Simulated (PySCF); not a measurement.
**CBr: bond curves at several levels of theory**

Aim: find the lowest electronic state of CBr, scan its bond at several levels of theory, and get bond length, wavenumber and dissociation energy from each curve.

Computed with PySCF 2.14.0. Level: C def2-TZVPP, Br def2-TZVPP, no relativity.

## Step 1: The job

The job is set up so:

- atoms: C, Br
- charge: 0
- basis: C def2-TZVPP, Br def2-TZVPP
- Hamiltonian: no relativity
- basis functions: 79
- electrons treated: 41
- masses in u: 12.0000, 78.9183
- levels: PBE0, PBE, r²SCAN, r²SCANh, MN15, M06-2X, PBEsol, ωB97X, HF, MP2, SCS-MP2, CCSD, CCSD(T)
- grid: 80 radial by 434 angular points
- occupations: held fixed by the projection of orbital angular momentum
- dissociation limit: C + Br, each in its ground configuration
- starting distance in angstrom: 1.825
- values of 2S to try: 1, 3

On the command line:

```console
$ OMP_NUM_THREADS=1 python dia.py task.json out
```

After this run come: First curve: PBE0; Higher solutions at PBE0; PBE; r²SCAN (meta-GGA); r²SCANh (hybrid meta-GGA); MN15 (hybrid meta-GGA); M06-2X; PBEsol; ωB97X (range-separated hybrid); UHF (mean field); Correlated methods on the Hartree–Fock reference.

**Question.** What will these runs give? Wanted: for each run, Re; ωe; De; μ.

The runs gave:

Lowest PBE0 solution found, without spin–orbit coupling: ²Π (doublet), unpaired electrons π ↑. State 2 has its PBE0 minimum 1.98 eV higher. The other levels ran on the lowest alone.

```
      level  Re (Å)  ωe (cm⁻¹)  De (eV)  μ (D)
        UHF   1.837        719     1.65   0.93
    UHF-MP2   1.804        765     3.47    n/a
UHF-SCS-MP2   1.812        748     3.32    n/a
   UHF-CCSD   1.820        741     3.18    n/a
UHF-CCSD(T)   1.824        734     3.41    n/a
        PBE   1.832        716     4.12   1.63
     PBEsol   1.819        734     4.40   1.69
     r²SCAN   1.825        725     3.78   1.52
    r²SCANh   1.821        733     3.65   1.48
       PBE0   1.815        745     3.73   1.52
       MN15   1.806        747     3.52   1.54
     M06-2X   1.823        731     3.45   1.37
      ωB97X   1.806        762     3.49   1.57
```

De is counted to C + Br in their ground configurations. A positive dipole means C(−)Br(+).

Differences from CCSD(T) in the same basis:

```
      level  Re (mÅ)  ωe (%)
        UHF      +13    -2.0
    UHF-MP2      -21    +4.2
UHF-SCS-MP2      -12    +2.0
   UHF-CCSD       -4    +1.0
        PBE       +7    -2.4
     PBEsol       -5     0.0
     r²SCAN       +1    -1.2
    r²SCANh       -4    -0.1
       PBE0       -9    +1.5
       MN15      -19    +1.8
     M06-2X       -2    -0.4
      ωB97X      -18    +3.9
```

Judged by CCSD(T) in the same basis: best bond length r²SCAN (+1 mÅ), worst UHF-MP2 (-21 mÅ); best wavenumber PBEsol (0.0 %), worst UHF-MP2 (+4.2 %). Among the levels with a De in the table, it runs from 1.65 eV (UHF) to 4.40 eV (PBEsol).

Correlated steps freeze 10 core orbitals.
